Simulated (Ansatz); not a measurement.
Consider a scan of ordered alloys across composition of Tc-Ta mixtures (the Python package of Ansatz (0.2.0)).

`tc_alloy.py`
```python
"""Mixing of Tc and Ta on the fcc lattice, after relaxing cells and atoms."""

from collections import Counter
import csv
import warnings

import ansatz as az
import numpy as np

FUNCTIONAL = "PBEsol"
K_SPACING = 0.39
SMEARING = "fermi_dirac"
SMEARING_WIDTH = 0.1


def fcc(A, a):
    return (
        az.Lattice.fcc(a)
        .space_group(225)
        .atom(A, [0, 0, 0])
        .primitive()
    )

A_FIRST, A_LAST = 3.85, 4.16


def compute(name, crystal):
    calc = (
        crystal.calculation()
        .functional(FUNCTIONAL)
        .basis(17 * az.Ha)
        .scf(algorithm="direct_min")
        .kpoints(spacing=K_SPACING)
        .occupations(SMEARING, width=SMEARING_WIDTH)
        .band_table()
    )
    calc = calc.relax(force_tolerance=0.01, max_steps=40, cell=True)
    return calc.run(threads=1)


def volume_per_atom(outcome):
    return abs(np.linalg.det(outcome.lattice.cell_ang)) / len(outcome.lattice.sites)


def counts(outcome):
    return Counter(site.symbol for site in outcome.lattice.sites)

warnings.simplefilter("ignore", az.DeckWarning)

# swap the mixed sites of the conventional cell one by one
phases = {}
for k in range(4 + 1):
    a = A_FIRST + (A_LAST - A_FIRST) * k / 4
    cell = fcc("Tc", a).conventional().resolved()
    sites = [site.position for site in cell.sites if site.symbol == "Tc"]
    for position in sites[:k]:
        cell = cell.substitution("Ta", at=position, replaces="Tc")
    phases[f"Tc{4 - k}Ta{k}"] = cell.resolved()

done = {}
for name, crystal in phases.items():
    done[name] = compute(name, crystal)
    print(f"{name}: {done[name].report['energy_sigma0_ev']:.4f} eV, {len(done[name].lattice.sites)} atoms")

# x is the share of the second element on the mixed sites; both end members stand on this same lattice
x = {name: counts(o)["Ta"] / (counts(o)["Tc"] + counts(o)["Ta"]) for name, o in done.items()}
first, last = min(x, key=x.get), max(x, key=x.get)
energy = {name: o.report["energy_sigma0_ev"] / len(o.lattice.sites) for name, o in done.items()}
volume = {name: volume_per_atom(o) for name, o in done.items()}
rows = []
for name in sorted(done, key=x.get):
    line = lambda table: (1 - x[name]) * table[first] + x[name] * table[last]
    rows.append((name, x[name], 1000 * (energy[name] - line(energy)), volume[name], 100 * (volume[name] / line(volume) - 1)))
with open("alloy.csv", "w", newline="") as handle:
    writer = csv.writer(handle)
    writer.writerow(["cell", "x(Ta)", "E_mix (meV/atom)", "V (A^3/atom)", "excess V (%)"])
    writer.writerows([round(v, 4) if isinstance(v, float) else v for v in row] for row in rows)
print(open("alloy.csv").read())
# a fit of these few cells to Omega x(1 - x); small periodic cells, not a random solution
shape = np.array([row[1] * (1 - row[1]) for row in rows])
print("Omega =", round(float(shape @ [row[2] for row in rows] / (shape @ shape)), 1), "meV/atom")
```

Do these ordered cells favour mixing or separation, and does the volume follow a straight line between the end members?

Mixing energies: -57 meV an atom at x(Tc) = 0.25 (volume -0.6 % off the straight line), -692 meV an atom at x(Tc) = 0.50 (volume -3.3 % off the straight line) and -90 meV an atom at x(Tc) = 0.75 (volume -1.3 % off the straight line). All are negative, so these cells are favoured over the separated end members on this lattice.

The output:

```console
$ python tc_alloy.py
Tc4Ta0: -21350.3155 eV, 4 atoms
Tc3Ta1: -25819.2724 eV, 4 atoms
Tc2Ta2: -30290.2819 eV, 4 atoms
Tc1Ta3: -34756.3409 eV, 4 atoms
Tc0Ta4: -39224.7101 eV, 4 atoms
cell,x(Ta),E_mix (meV/atom),V (A^3/atom),excess V (%)
Tc4Ta0,0.0,0.0,14.0988,0.0
Tc3Ta1,0.25,-89.5688,14.9596,-1.2845
Tc2Ta2,0.5,-692.2671,15.6788,-3.2755
Tc1Ta3,0.75,-57.3513,17.1585,-0.618
Tc0Ta4,1.0,0.0,18.3206,0.0

Omega = -1510.5 meV/atom
```

Notes:
- These settings explore the input space; cutoff and mesh may be short of convergence.
- The cutoff lies under the one recommended for these potentials in some of the runs.
- The run is spin-unpolarised.
- For the metals among these phases the mesh is modest: differences between phases can be off by up to 40 meV an atom.
- Spin-orbit coupling, which matters for elements this heavy, is left out.
- These are small ordered cells, with both end members on the same lattice, which need not be their own; they aren't random solutions. Differences under about 40 meV an atom lie within the error of mesh and functional.
- The cells are prototypes set up for this calculation and needn't exist.
- The script silences the warnings on its input, which a real study should read.
- Run time: 2.3 min on 1 thread of Intel(R) Xeon(R) Platinum 8488C (Sapphire Rapids), with other jobs on the host, peak memory 0.54 GiB.

(Lines on the test bed's own set-up are left out of the output.)
